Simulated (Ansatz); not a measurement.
# AlNH2ClF (SMILES [NH2][Al]([F])[Cl]) at HF/3-21G

What is the energy change on altering one bond length of AlNH2ClF at HF/3-21G? 

The calculation is run with Ansatz 0.2.0.

98 further runs of the same task are left out: 98 set aside as unsound or not needed.

### 1 The structure to begin with

The species is AlNH2ClF (6 atoms), meant as a singlet with charge 0. As SMILES, `[NH2][Al]([F])[Cl]`. Geometry: relaxed at PBE0-D4/def2-TZVP.

Bond lengths: N1–Al2 1.746 Å, Al2–F3 1.641 Å, Al2–Cl4 2.079 Å, N1–H5 1.006 Å, N1–H6 1.006 Å. Angles: N1–Al2–F3 119.8°, N1–Al2–Cl4 121.2°, F3–Al2–Cl4 119.0°, Al2–N1–H5 124.6°, Al2–N1–H6 124.3°, H5–N1–H6 111.1°.

### 2 The energy at HF/3-21G

Contents of job.yaml:

```yaml
basis:
  gaussian:
    orbitals: 3-21G.json
crystal:
  periodic: [false, false, false]
  atoms:
    - symbol: "N"
      position_ang: [-0.112300, 0.982600, -0.025800]
    - symbol: Al
      position_ang: [0.152500, -0.739100, 0.092300]
    - symbol: F
      position_ang: [1.041800, -1.345500, 1.331100]
    - symbol: Cl
      position_ang: [-0.641100, -2.049400, -1.313600]
    - symbol: H
      position_ang: [0.246300, 1.661500, 0.624800]
    - symbol: H
      position_ang: [-0.645100, 1.426000, -0.754900]
accuracy: high
hamiltonian:
  xc: hf
output: {orbitals: {seedname: orbitals}}
total_charge: 0
```

The basis set 3-21G is read from a file made from the Basis Set Exchange's data (not shown).

Started as:

```console
$ ansatz run job.yaml --threads 1 --pin off --max-ram 3480MiB --events-out events.jsonl --progress --plain --runs-dir runs
```

The program printed:

```text
Warning: RAYON_NUM_THREADS=1 ignored (pool sized by the plan → 1); use --threads N
Functional definition: HF
  name "HF"
  exchange = exact_x
  correlation = 0
1053 factors; integrals over basis functions are off by at most 8.7e-9 eV
mean field evaluation 1: about -23189.5205 eV, gradient 3.7e1 eV
mean field evaluation 2: about -23189.6445 eV, gradient 3.8e1 eV
mean field evaluation 4: about -23192.2075 eV, gradient 1.4e0 eV
mean field evaluation 8: about -23192.2353 eV, gradient 1.4e-4 eV
mean field -23192.23527421 eV, -852.2989260656 hartree, gradient 4.2e-8 eV, S^2 0.000000; 0 other end points of the search recorded, 0 dependent functions left out
reference -23192.23527421 eV, -852.2989260656 hartree; 24, 24 occupied and 24, 24 virtual orbitals, 1053 factors
Total energy: -23192.23527421 eV, -852.2989260656 hartree
```

Run time: 0.85 s. Hardware: 1 thread of Intel Xeon Platinum 8259CL at 2.50GHz (Skylake/Cascade Lake), shared host; peak memory 0.12 GiB.

### 3 The distorted shape at the same level

Contents of input.yaml:

```yaml
crystal:
  periodic: [false, false, false]
  atoms:
    - {symbol: "N", position_ang: [-0.291616, 0.643119, -0.351130]}
    - {symbol: Al, position_ang: [-0.026816, -1.078581, -0.233030]}
    - {symbol: F, position_ang: [0.862484, -1.684981, 1.005770]}
    - {symbol: Cl, position_ang: [-0.820416, -2.388881, -1.638930]}
    - {symbol: H, position_ang: [0.246300, 1.661500, 0.624800]}
    - {symbol: H, position_ang: [-0.824416, 1.086519, -1.080230]}
basis:
  gaussian: {orbitals: 3-21G.json}
hamiltonian: {xc: hf}
accuracy: high
output: {orbitals: {seedname: orbitals}}
```

The basis set 3-21G is read from a file made from the Basis Set Exchange's data (not shown).

Started as:

```console
$ ansatz run input.yaml --threads 1 --pin off --max-ram 3480MiB --events-out events.jsonl --progress --plain --runs-dir runs
```

The program printed:

```text
Warning: RAYON_NUM_THREADS=1 ignored (pool sized by the plan → 1); use --threads N
[... 4 set-up lines as earlier in the session ...]
1054 factors; integrals over basis functions are off by at most 7.5e-9 eV
mean field evaluation 1: about -23186.4280 eV, gradient 3.8e1 eV
mean field evaluation 2: about -23186.5743 eV, gradient 3.9e1 eV
mean field evaluation 4: about -23189.5232 eV, gradient 2.0e0 eV
mean field evaluation 8: about -23189.5611 eV, gradient 2.4e-1 eV
mean field evaluation 16: about -23189.5615 eV, gradient 1.7e-8 eV
mean field -23189.56152929 eV, -852.2006677522 hartree, gradient 5.7e-8 eV, S^2 0.000000; 0 other end points of the search recorded, 0 dependent functions left out
reference -23189.56152929 eV, -852.2006677522 hartree; 24, 24 occupied and 24, 24 virtual orbitals, 1054 factors
Total energy: -23189.56152929 eV, -852.2006677522 hartree
```

Wall time 0.95 s (1 thread of Intel Xeon Platinum 8259CL at 2.50GHz (Skylake/Cascade Lake), shared host); peak memory 0.12 GiB.

### 4 Summary of results

At HF/3-21G:

| quantity | value |
| --- | --- |
| first shape: total energy | -852.29893 Eh |
| first shape: HOMO energy | -11.45 eV |
| first shape: LUMO energy | 2.68 eV |
| first shape: HOMO–LUMO gap | 14.13 eV |
| distorted shape: total energy | -852.20067 Eh |
| distorted shape: HOMO energy | -11.32 eV |
| distorted shape: LUMO energy | 2.08 eV |
| distorted shape: HOMO–LUMO gap | 13.40 eV |
| energy change with the N1–H5 bond stretched from 1.006 to 1.510 Å | 2.674 eV |

What this shows: With the N1–H5 bond stretched from 1.006 to 1.510 Å the energy rises by 2.67 eV (62 kcal/mol). The first shape isn't relaxed at this level, so the change isn't measured from a minimum.
